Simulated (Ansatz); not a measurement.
**GdCd2: a single-point run**

The task is a single-point run on GdCd2. The structure is shown as the input types it.

Program: Ansatz 0.2.0. Level of theory: DFT, PBEsol, PAW with Ansatz's default frozen-core files, scalar-relativistic. These are calculated values, not measurements.

## 1. The system as given

It takes space group P6/mmm (No. 191, hexagonal). The conventional cell has a = 9.536 Å, b = 9.536 Å, c = 6.686 Å, α = 90.00°, β = 90.00°, γ = 120.00°.

Structure file:

```
CELL_PARAMETERS angstrom
9.53564 0.00000 0.00000
-4.76782 8.25810 0.00000
0.00000 0.00000 6.68561
ATOMIC_POSITIONS crystal
Gd 0.00000 0.00000 0.00000
Cd 0.66667 0.33333 0.50000
Cd 0.33333 0.66667 0.50000
```

## 2. The run

Contents of input.yaml:

```yaml
crystal:
  lattice:
    - [9.53563653, 0.0, 0.0]
    - [-4.76781826, 8.25810347, 0.0]
    - [0.0, 0.0, 6.6856145]
  atoms:
    - { symbol: Gd, position: [0.0, 0.0, 0.0] }
    - { symbol: Cd, position: [0.6666666667, 0.3333333333, 0.5] }
    - { symbol: Cd, position: [0.3333333333, 0.6666666667, 0.5] }
kpoints:
  mp_grid: { grid: [8, 8, 10] }
scf:
  occupations: { method: fermi_dirac, width: 0.03 }
  max_iter: 80
hamiltonian:
  xc: pbesol
  pseudopotentials: { kind: paw }
output:
  forces: true
  stress: true
  eigenvalues: true
```

On the command line:

```sh
ansatz run input.yaml --threads 2 --pin off --max-ram 6144MiB --backend cpu --events-out ev --progress --plain --runs-dir out
```

What happens when this is run?

The run converged and reported no error, with warnings (open shared shell at semilocal close). Convergence says nothing about whether the input makes sense.

All or some distances are much too long for bonding. The shortest distance in the input is 5.51 Å, between atoms 2 (Cd) and 3 (Cd).

The cure: start from sensible bond lengths.
